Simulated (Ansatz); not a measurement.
The system is AlSn.

```
Sn Al
1.0
     4.19811    0.00000    0.00000
    -2.09905    3.63567    0.00000
     0.00000    0.00000    3.30685
Sn Al
1 1
Direct
  0.33333 0.66667 0.50000
  0.00000 0.00000 0.00000
```

The cell comes from a database or a generator and needn't be the stable form of this composition.

A run of Ansatz 0.2.0 on this cell left the log below. Logs are shortened: lines on timing, memory, paths and dates and some standing lists are left out, and cuts for length are marked.

```text
Warning: RAYON_NUM_THREADS=2 ignored (pool sized by the plan → 2); use --threads N
scf.n_extra_bands = 6 over 9 filled bands (N_el = 17.0): the run solves 15 bands
Engine: ansatz 0.2.0, x86_64-unknown-linux-gnu
Pseudopotentials: kind: nc
Pseudopotential: Sn, nc, valence charge 14, recommended cutoff 489.804952427784 eV (normal), Sn.nc.azcp
Pseudopotential: Al, nc, valence charge 3, recommended cutoff 380.959407443832 eV (normal), Al.nc.azcp
Functional definition: PBE
  parameter kappa = 0.804
  parameter beta = 0.06672455060314922
  exchange = pbe_x(kappa = kappa, mu = beta*pi^2/3)
  correlation = pbe_c(beta = beta)
Crystal: 2 atoms, lattice volume = 50.472 Å³
Basis set: ecut = 489.804952427784 eV, 1241 PW (Γ), exchange–correlation on 64×64×48 points (8 copies of the dense FFT grid, shifted against one another)
Bands: 15, of which v1, the nominal top of the filled ones, is band 9 counted from 1 (8 counted from 0)
Symmetry: 12 space group operations
Space group: P-6m2 (ITA 187), of the structure as read, at distance tolerance 3.7e-5 Å
k-points: 40 of 392 (time reversal used)
Non-local potential: Sn, projectors of the file, l = 0: 2, l = 1: 2, l = 2: 2
Non-local potential: Al, projectors of the file, l = 0: 2, l = 1: 2, l = 2: 2
Initial density: superposition of atomic densities (chi_scale 0.1, normalization cell, long waves kept (reshape's long-wave potential 0.00 eV rms))
Initial wavefunctions: pseudopotential atomic-orbital guess
Functional: x = pbe(κ = 0.804, μ = 0.2195149727645171), c = pbe(β = 0.06672455060314922)
SCF iter   1: F=—  HF=-1983.229759 eV  |F-HF|=—  |Δ(HF+E_count)|=         —  Δρ=1.93e-2  dr2=2.26e-1  ethr=3.10e-3  ⟨swp⟩=5.8  Hψ=3613  notcnv=0  defer=1
preconditioner: auto → none  [metal: Δε(μ)=0.079 eV  Ē_g=19.607 eV  σ=0.050 eV  W_gap=0.35  n_scr=8 (ndim 8)  ℏωp=21.6 eV  f_vac=0.000  D(μ)=0.49/eV (n_scr^D=0)  sad-step TF]
SCF iter   2: F=—  HF=-1983.190226 eV  |F-HF|=—  |Δ(HF+E_count)|=   3.95e-2  Δρ=1.19e-2  dr2=8.83e-2  ethr=1.33e-3  ⟨swp⟩=1.7  Hψ=970  notcnv=0  defer=11
SCF iter   3: F=—  HF=-1983.172724 eV  |F-HF|=—  |Δ(HF+E_count)|=   1.75e-2  Δρ=1.54e-3  dr2=2.07e-3  ethr=5.20e-4  ⟨swp⟩=3.0  Hψ=1062  notcnv=0  defer=46
SCF iter   4: F=—  HF=-1983.172207 eV  |F-HF|=—  |Δ(HF+E_count)|=   5.17e-4  Δρ=3.64e-4  dr2=7.14e-5  ethr=1.21e-5  ⟨swp⟩=2.5  Hψ=883  notcnv=0  defer=60
SCF iter   5: F=—  HF=-1983.172235 eV  |F-HF|=—  |Δ(HF+E_count)|=   2.75e-5  Δρ=9.35e-5  dr2=4.13e-6  ethr=4.20e-7  ⟨swp⟩=3.0  Hψ=848  notcnv=0  defer=60
SCF iter   6: F=-1983.172240 eV  HF=-1983.172240 eV  |F-HF|=1.16e-7  |Δ(HF+E_count)|=   4.96e-6  Δρ=1.41e-5  dr2=8.80e-8  ethr=5.88e-10  ⟨swp⟩=12.0  Hψ=4497  notcnv=0
SCF 1 converged in 6 iterations: F = -1983.172240 eV  dr2 = 8.80e-8
NSCF: frozen V_eff on 129 k-points
SCF converged after 6 iterations
Free energy (F): -1983.172240 eV
Harris-Foulkes:  -1983.172240 eV  (|F-HF|=1.16e-7)
Internal energy: -1983.168229 eV  (E = F + TS)
E sigma→0 (E₀):  -1983.170234 eV
Entropy (-TS):   -0.004011 eV (-2.005 meV/atom)
Fermi energy:    8.737197 eV
--- Per-component energies (eV) ---
  E_band       = -94.937287
  E_kinetic    = 931.771649
  E_local      = -1292.716441  (includes V_loc(G=0)·N_el)
  E_nonlocal   = -323.179291
  E_hartree    = 459.413539
  E_xc         = -513.108618
  E_vxc        = -329.634736  (∫ρ·V_xc dr)
  E_ewald      = -1245.349068
  E_smearing   = -0.004011  (= −TS)
  E_closure    = 0.000000  (closes the sum)
  Σ components = -1983.172240   (vs F -1983.172240, Δ=0.00e0)
--- Forces (eV/Å), atoms counted from 1 ---
  atom   1  Sn     0.00000000     0.00000000     0.00000000
  atom   2  Al    -0.00000000    -0.00000000     0.00000000
  max |Σ_I F_I| component: 3.70e-17 eV/Å
--- Stress (GPa, compression-positive) ---
        0.170515       0.000000       0.000000
        0.000000       0.170515       0.000000
        0.000000       0.000000       0.487756
  P = ⅓ Tr σ = 0.2763 GPa (2.763 kbar)
--- Band table (eV; the first three rows and the last of 40) ---
  k-point 0: bands = ["-12.7108", "-12.6187", "-12.6187", "-12.5911", "-12.5911", "-1.7253", "8.5141", "8.5141", "9.4120", "11.3463", "11.8627", "11.8627", "13.9175", "15.0412", "20.2848"]
  k-point 1: bands = ["-12.6855", "-12.6175", "-12.6175", "-12.6006", "-12.6006", "-1.5060", "8.7434", "8.7434", "8.9055", "9.9645", "12.0370", "12.0370", "14.9071", "16.6305", "19.0546"]
  k-point 2: bands = ["-12.6236", "-12.6233", "-12.6233", "-12.6143", "-12.6143", "-0.8485", "6.3782", "9.4143", "9.4143", "10.3654", "12.5174", "12.5174", "15.3844", "16.8386", "16.8386"]
  k-point 39: bands = ["-12.6657", "-12.6614", "-12.6054", "-12.5978", "-12.5234", "3.2010", "4.8229", "5.7748", "6.4336", "8.0942", "9.1131", "15.8766", "16.2475", "17.4996", "17.9072"]
```

Problem. Write the input and the command behind it.

Solution. Band structure with PBE, no spin polarisation. The files as run (others can give the same):

input.yaml
```yaml
crystal:
  lattice:
    - [4.1981056157, 0.0, 0.0]
    - [-2.0990528078, 3.6356661109, 0.0]
    - [0.0, 0.0, 3.306847]
  atoms:
    - { symbol: Sn, position: [0.3333333333, 0.6666666667, 0.5] }
    - { symbol: Al, position: [0.0, 0.0, 0.0] }
hamiltonian:
  xc: pbe
  pseudopotentials: { kind: nc, source: spms }
kpoints:
  mp_grid: { grid: [7, 7, 8] }
  band_path:
    path:
      - [[0.0, 0.0, 0.0], [0.5, 0.0, 0.0], [0.3333333333, 0.3333333333, 0.0], [0.0, 0.0, 0.0], [0.0, 0.0, 0.5], [0.5, 0.0, 0.5], [0.3333333333, 0.3333333333, 0.5], [0.0, 0.0, 0.5]]
      - [[0.5, 0.0, 0.5], [0.5, 0.0, 0.0]]
      - [[0.3333333333, 0.3333333333, 0.0], [0.3333333333, 0.3333333333, 0.5]]
    npoints: 14
scf:
  occupations: { method: fermi_dirac, width: 0.05 }
  n_extra_bands: 6
output:
  forces: true
  stress: true
  eigenvalues: true
  fatbands: false
```

Potentials or basis: SPMS NC.
The run is started by
```bash
$ ansatz run input.yaml --threads 2 --pin off --max-ram 5632MiB --backend cpu --events-out ev --progress --plain --runs-dir out
```

Caveat: spin-orbit coupling is left out, which moves the levels of the heavy elements.
